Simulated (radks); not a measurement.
# Numerical settings for Ge⁺

Aim: see which numerical settings matter for the germanium ion Ge+. Each run changes a setting or two against a run with the defaults. The defaults are a mesh step of 0.008 in ln r, a mesh end at 40 bohr or more, Anderson mixing 0.5 over 9 steps and a tight residual threshold, with the energy settled to 1e-9 hartree as well; every run has a cap on iterations.

Program: radks (a radial shooting solver on a logarithmic mesh, Libxc functionals) version 1. Level of theory: scalar-relativistic Kohn-Sham, PBE, spin-polarised, spherical densities, finite nucleus; open shells are filled with parallel spins first. These are calculated values, not measurements, unless marked.

## (1) The system

```
element            : germanium (Z = 32)
charge             : +1
electrons          : 31
configuration      : [Ar] 3d10 4s2 4p1
nuclear rms radius : 4.0742 fm
```

Outer shells as boxes (Hund's rule):

Ge⁺
```
[Ar] core
3d [↑↓][↑↓][↑↓][↑↓][↑↓]
4s [↑↓]
4p [↑ ][  ][  ]
```

## (2) Default settings

Settings of this run:

```text
Z 32
configuration [Ar] 3d10 4s2 4p1
relativity scalar-relativistic
functional pbe,pbe
spin polarised
nucleus finite rms 4.0742 fm
c 137.035999084
max_iterations 52
```

The run is started by

```
> python run_ks.py task.json out
```

All runs below come from this command, one after another.

## (3) Mesh step in ln r 0.003

Input: that of step 2 with these lines changed.

```diff
@@ -7,2 +7,3 @@
 c 137.035999084
+mesh_step 0.003
 max_iterations 52
```

## (4) Mesh step in ln r 0.005

Input: that of step 3 with these lines changed.

```diff
@@ -7,3 +7,3 @@
 c 137.035999084
-mesh_step 0.003
+mesh_step 0.005
 max_iterations 52
```

## (5) Mesh step in ln r 0.12

Input: that of step 4 with these lines changed.

```diff
@@ -7,3 +7,3 @@
 c 137.035999084
-mesh_step 0.005
+mesh_step 0.12
 max_iterations 52
```

## (6) Mesh end (bohr) 8

Input: that of step 5 with these lines changed.

```diff
@@ -7,3 +7,3 @@
 c 137.035999084
-mesh_step 0.12
+mesh_end 8
 max_iterations 52
```

## (7) Mesh end (bohr) 2

Input: that of step 6 with these lines changed.

```diff
@@ -7,3 +7,3 @@
 c 137.035999084
-mesh_end 8
+mesh_end 2
 max_iterations 52
```

## (8) Residual threshold 0.01

Input: that of step 7 with these lines changed.

```diff
@@ -7,3 +7,3 @@
 c 137.035999084
-mesh_end 2
+threshold 0.01
 max_iterations 52
```

## (9) Residual threshold 0.1

Input: that of step 8 with these lines changed.

```diff
@@ -7,3 +7,3 @@
 c 137.035999084
-threshold 0.01
+threshold 0.1
 max_iterations 52
```

## (10) Mixing 2.5

Input: that of step 9 with these lines changed.

```diff
@@ -7,3 +7,3 @@
 c 137.035999084
-threshold 0.1
+mixing 2.5
 max_iterations 52
```

## (11) Mixing history 1, mixing 0.05

Input: that of step 10 with these lines changed.

```diff
@@ -7,3 +7,4 @@
 c 137.035999084
-mixing 2.5
+history 1
+mixing 0.05
 max_iterations 52
```

## (12) Mixing history 1, mixing 0.5

Input: that of step 11 with these lines changed.

```diff
@@ -8,3 +8,3 @@
 history 1
-mixing 0.05
+mixing 0.5
 max_iterations 52
```

## (13) Mixing history 2

Input: that of step 12 with these lines changed.

```diff
@@ -7,4 +7,3 @@
 c 137.035999084
-history 1
-mixing 0.5
+history 2
 max_iterations 52
```

## (14) Iteration cap 2

Input: that of step 13 with these lines changed.

```diff
@@ -7,3 +7,2 @@
 c 137.035999084
-history 2
-max_iterations 52
+max_iterations 2
```

Q: Predict the outcome of this session. Wanted: for each run, setting; iterations; converged; change of E.

The runs gave:

```csv
setting,mesh points,iterations,converged,change of E (mhartree),time
Default settings,2259,16,yes,0,0.24 s
mesh step in ln r 0.003,6022,26,yes,0,0.82 s
mesh step in ln r 0.005,3613,20,yes,0,0.42 s
mesh step in ln r 0.12,151,2,no,-,0.01 s
mesh end (bohr) 8,1987,16,yes,+0.3036,0.22 s
mesh end (bohr) 2,1814,15,no,-,0.17 s
residual threshold 0.01,2259,10,yes,0,0.17 s
residual threshold 0.1,2259,10,yes,0,0.17 s
mixing 2.5,2259,31,yes,0,0.38 s
"mixing history 1, mixing 0.05",2259,52,no,-,0.67 s
"mixing history 1, mixing 0.5",2259,30,yes,0,0.35 s
mixing history 2,2259,28,yes,0,0.33 s
iteration cap 2,2259,2,no,-,0.04 s
```

A zero stands for a change under the printed digits. No run that converges misses the default energy by more than 1 mhartree. Not converged or rejected: mesh step in ln r 0.12; mesh end (bohr) 2; mixing history 1, mixing 0.05; iteration cap 2. A mesh that ends early acts as a hard wall.
